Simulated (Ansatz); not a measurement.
# The Bi atom: HSE06 and PBE0 beside PBE

How do the levels and moments change when part of the exchange is made exact, and what does it cost? PBE is run first for comparison.

Method: DFT, plane waves (420 eV) with PBE-made PAW files, scalar-relativistic; functionals as named at each step, in Ansatz 0.2.0.

### Step 1. The system as given

Periodic box: 14.0 × 14.4 × 14.8 Å.

As a file:

```
Bi
1.0
    14.00000    0.00000    0.00000
     0.00000   14.40000    0.00000
     0.00000    0.00000   14.80000
Bi
1
Direct
  0.50000 0.50000 0.50000
```

### Step 2. PBE

The run with PBE.

File input.yaml:

```yaml
crystal:
  lattice:
    - [14.0, 0.0, 0.0]
    - [0.0, 14.4, 0.0]
    - [0.0, 0.0, 14.8]
  atoms:
    - { symbol: Bi, position: [0.5, 0.5, 0.5], spin: 3.0 }
  symmetry: { detect: false, time_reversal: true }
hamiltonian:
  xc: pbe
  pseudopotentials:
    kind: paw
    azcp:
      Bi: "pseudopotentials/Bi.paw.azcp"
basis:
  ecutwfc: 420
  fft_grid_basis: typed
kpoints:
  mp_grid: { grid: [1, 1, 1], shift: [0, 0, 0] }
magnetization:
  spin_polarized: true
scf:
  occupations: { method: fermi_dirac, width: 0.01 }
```

The run is started by

```bash
$ ansatz run input.yaml --threads 4 --pin off --max-ram 10240MiB --backend cpu --events-out ev --progress --plain --runs-dir out
```

### Step 3. HSE06 single point

The run with HSE06.

input.yaml: that of step 2 with these lines changed.

```diff
@@ -9,3 +9,3 @@
 hamiltonian:
-  xc: pbe
+  xc: hse06
   pseudopotentials:
```

### Step 4. PBE0

The run with PBE0.

input.yaml: that of step 3 with these lines changed.

```diff
@@ -9,3 +9,3 @@
 hamiltonian:
-  xc: hse06
+  xc: pbe0
   pseudopotentials:
@@ -23 +23,6 @@
   occupations: { method: fermi_dirac, width: 0.01 }
+output:
+  write_density: true
+  write_potential: true
+  elf: true
+  volumetric_format: npy
```

(Steps that only read results are left out.)

Q: Predict the outcome of this session. Wanted: PBE: gap; PBE: magnetic state; HSE06: gap; HSE06: magnetic state; PBE0: gap; PBE0: magnetic state; HSE06: above the element's usual form.

**Answer**, as computed:

```
                                               quantity                 value
                                               PBE: gap               1.82 eV
                                    PBE: magnetic state  total moment 3.00 μB
                                             HSE06: gap               3.00 eV
                                  HSE06: magnetic state  total moment 3.00 μB
                      HSE06: SCF cycles, exchange loops                 18, 2
                       HSE06: CPU time over that of PBE                   1.5
                                              PBE0: gap               3.74 eV
                                   PBE0: magnetic state  total moment 3.00 μB
                       PBE0: SCF cycles, exchange loops                 18, 2
                        PBE0: CPU time over that of PBE                   1.6
HSE06: above the element's usual form (A7 rhombohedral)          2.29 eV/atom
```

What this shows: Exact exchange widens the gap from 1.82 eV (PBE) to 3.00 eV (HSE06). The hybrid took 1.5 times as much CPU time as PBE on the same settings. PBE0 gives a gap of 3.74 eV. The exchange operator of HSE06 was renewed in 2 outer loops. The atom lies 2.29 eV above the element's usual form under HSE06 (from a run of its own). Absolute energies differ from functional to functional, by eV per atom at times, and say nothing by themselves.
